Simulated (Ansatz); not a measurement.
two structures of TiH, a comparison of enthalpies under pressure

Computed with the Python package of Ansatz (0.2.0).

Notebook, run cell by cell (the value of a cell's last expression is shown):

In [1]:
```python
import csv
import warnings

import ansatz as az
import numpy as np
```

In [2]:
```python
FUNCTIONAL = 'pbesol'
KSPACING = 0.39
FILLING = 'fermi_dirac'
SMEARING_WIDTH = 0.1
```

In [3]:
```python
def rocksalt(first, second, a):
    return az.Crystal.rocksalt(first, second, a=a)
```

In [4]:
```python
def cscl(first, second, a):
    return (
        az.Lattice.cubic(a)
        .space_group(221)
        .atom(first, (0, 0, 0))
        .atom(second, (0.5, 0.5, 0.5))
    )
```

In [5]:
```python
def run_phase(name, crystal, pressure=0.0):
    calc = (
        crystal.calculation()
        .accuracy('medium')
        .pseudopotentials('nc')
        .functional(FUNCTIONAL)
        .kpoints(spacing=KSPACING)
        .occupations(FILLING, width=SMEARING_WIDTH)
    )
    calc = calc.relax(force_tolerance=0.01, max_steps=40, cell=True, pressure=pressure)
    return calc.run(threads=1, backend='cpu')


def volume_per_atom(outcome):
    return abs(np.linalg.det(outcome.lattice.cell_ang)) / len(outcome.lattice.sites)
```

In [6]:
```python
warnings.simplefilter('ignore', az.DeckWarning)
```

In [7]:
```python
phases = {}
phases['rocksalt'] = rocksalt('Ti', 'H', 4.18)
phases['CsCl'] = cscl('Ti', 'H', 2.57)
```

In [8]:
```python
# enthalpy per atom at each pressure
pressures = [0, 10, 20, 30]
enthalpy, volume = {name: [] for name in phases}, {name: [] for name in phases}
for p in pressures:
    for name, crystal in phases.items():
        o = run_phase(name, crystal, pressure=p)
        volume[name].append(volume_per_atom(o))
        enthalpy[name].append(o.report['energy_sigma0_ev'] / len(o.lattice.sites) + p * volume[name][-1] / 160.21766)
gap = np.array(enthalpy['CsCl']) - np.array(enthalpy['rocksalt'])
rows = [(p, va, vb, 1000 * d) for p, va, vb, d in zip(pressures, volume['rocksalt'], volume['CsCl'], gap)]
with open('transition.csv', 'w', newline='') as handle:
    writer = csv.writer(handle)
    writer.writerow(['P (GPa)', 'V rocksalt (A^3/atom)', 'V CsCl (A^3/atom)', 'H(CsCl) - H(rocksalt) (meV/atom)'])
    writer.writerows([round(v, 4) if isinstance(v, float) else v for v in row] for row in rows)
print(open('transition.csv').read())
crossings = [p0 - g0 * (p1 - p0) / (g1 - g0) for p0, p1, g0, g1 in zip(pressures, pressures[1:], gap, gap[1:]) if g0 * g1 < 0]
print('crossing near', [round(float(p), 1) for p in crossings], 'GPa') if crossings else print('no crossing in this range')
```
```text
P (GPa),V rocksalt (A^3/atom),V CsCl (A^3/atom),H(CsCl) - H(rocksalt) (meV/atom)
0,8.9269,9.0447,486.0223
10,8.3987,8.4226,489.7528
20,7.984,7.9556,489.5097
30,7.6437,7.5839,486.9759

no crossing in this range
```

Notes:
- The settings weren't tested for convergence.
- No spin polarisation was allowed.
- At a fixed pressure a relaxation lowers the enthalpy F + PV, while F alone can rise.
- For the metals among these phases the mesh is modest: differences between phases can be off by up to 40 meV an atom.
- Only these two structures are compared, at zero temperature and with their symmetry kept; either may be hypothetical, and another phase may be lower than both. Differences under about 40 meV an atom lie within the error of mesh and functional.
- The cells are prototypes set up for this calculation and needn't exist.
- Finished in 39 s on 1 thread of Intel(R) Xeon(R) Platinum 8175M CPU @ 2.50GHz (Skylake/Cascade Lake), on a shared host, peak memory 0.4 GiB.
